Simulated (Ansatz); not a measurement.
# AuH4NS: taking an electron away

The task here is to estimate one member of a computed series from the others.

Computed with Ansatz 0.2.0, Gaussian basis. Level: unrestricted cation, the program's frozen cores in correlated methods.

Plan: UKS PBE-D4/def2-TZVPP; UKS r2SCAN-D4/def2-TZVPP; UKS PBE0-D4/def2-TZVPP; UKS B3LYP-D4/def2-TZVPP; UKS wB97X-V/def2-TZVPP; UKS wB97M-V/def2-TZVPP; UKS B2PLYP/def2-TZVPP; UHF-CCSD(T)/def2-TZVPP; UHF-MP2/def2-QZVPP; extrapolation to the limit; then −ε(HOMO) from the neutral's earlier runs with LDA (SPW92), PBE-D4, revPBE-D4, BLYP-D4, r2SCAN-D4, B97M-V, PBE0-D4, B3LYP-D4, r2SCANh-D4, r2SCAN0-D4, HSE06-D4, BHLYP-D4, CAM-B3LYP-D4, LC-ωPBE, ωB97X-V, ωB97M-V.

## The geometry

All runs share one geometry, relaxed beforehand with PBE0-D4 in a triple-zeta def2 set. Au takes the def2 core potential; no spin-orbit term is included.

SMILES `[NH3+][Au-][SH]`, 7 atoms, charge 0, spin multiplicity 1.

Atoms are counted from 1 here; the program's logs count them from 0.

Bond lengths: N1–Au2 2.126 Å, N1–H4 1.014 Å, N1–H5 1.014 Å, N1–H6 1.014 Å, Au2–S3 2.250 Å, S3–H7 1.345 Å. Angles: Au2–N1–H4 111.2°, Au2–N1–H5 110.6°, Au2–N1–H6 110.9°, H4–N1–H5 108.0°, H4–N1–H6 108.1°, H5–N1–H6 107.9°, N1–Au2–S3 178.3°, Au2–S3–H7 96.7°.

Geometry (Å):

```xyz
7
charge 0, multiplicity 1
N    -1.0429    0.6504   -0.7301
Au    0.3430   -0.3573    0.5286
S     1.7630   -1.4283    1.9065
H    -1.7564    0.0159   -1.0719
H    -0.5695    1.0510   -1.5326
H    -1.5033    1.4039   -0.2312
H     2.8273   -1.4037    1.0848
```

Set-up of the first run:

in.yaml

```yaml
crystal:
  periodic: [false, false, false]
  atoms:
    - {symbol: N, position_ang: [-1.042852, 0.650381, -0.730071]}
    - {symbol: Au, position_ang: [0.342966, -0.357314, 0.528642]}
    - {symbol: S, position_ang: [1.762995, -1.428296, 1.906519]}
    - {symbol: H, position_ang: [-1.756407, 0.015908, -1.071857]}
    - {symbol: H, position_ang: [-0.569475, 1.051025, -1.532644]}
    - {symbol: H, position_ang: [-1.503265, 1.403919, -0.231188]}
    - {symbol: H, position_ang: [2.827339, -1.403722, 1.084798]}
basis:
  gaussian: {orbitals: def2-TZVPP}
total_charge: 1
magnetization: {spin_polarized: true, initial_magnetization: 1}
hamiltonian: {xc: pbe, dispersion: d4}
```

Launch:

```bash
$ ansatz run in.yaml --threads 2 --pin off --events-out ev --progress --plain --max-ram 32768MiB --backend cpu
```

Among the steps run: Cation, UKS PBE-D4/def2-TZVPP; Cation, UKS r2SCAN-D4/def2-TZVPP; Cation, UKS PBE0-D4/def2-TZVPP; Cation, UKS B3LYP-D4/def2-TZVPP; Cation, UKS wB97X-V/def2-TZVPP; Cation, UKS wB97M-V/def2-TZVPP; Cation, UKS B2PLYP (frozen core)/def2-TZVPP; Cation, UHF-CCSD(T)/def2-TZVPP; Cation, UHF-MP2/def2-QZVPP.

One of the session's tables, all rows but one given; the rest of the session is left out.

Orbital estimates, from the neutral's runs:

| functional | −ε(HOMO) (eV) |
| --- | --- |
| LDA (SPW92) | 4.71 |
| PBE-D4 | 4.54 |
| revPBE-D4 | ? |
| BLYP-D4 | 4.39 |
| r2SCAN-D4 | 4.73 |
| B97M-V | 4.78 |
| PBE0-D4 | 5.65 |
| B3LYP-D4 | 5.44 |
| r2SCANh-D4 | 5.15 |
| r2SCAN0-D4 | 5.79 |
| HSE06-D4 | 5.25 |
| BHLYP-D4 | 6.64 |
| CAM-B3LYP-D4 | 6.93 |
| LC-ωPBE | 8.21 |
| ωB97X-V | 7.90 |
| ωB97M-V | 7.79 |

Q: Estimate the row for revPBE-D4 from the others.

As computed: −ε(HOMO) (eV): 4.47. In the column «−ε(HOMO) (eV)» it lies between BLYP-D4 (4.39) and PBE-D4 (4.54).
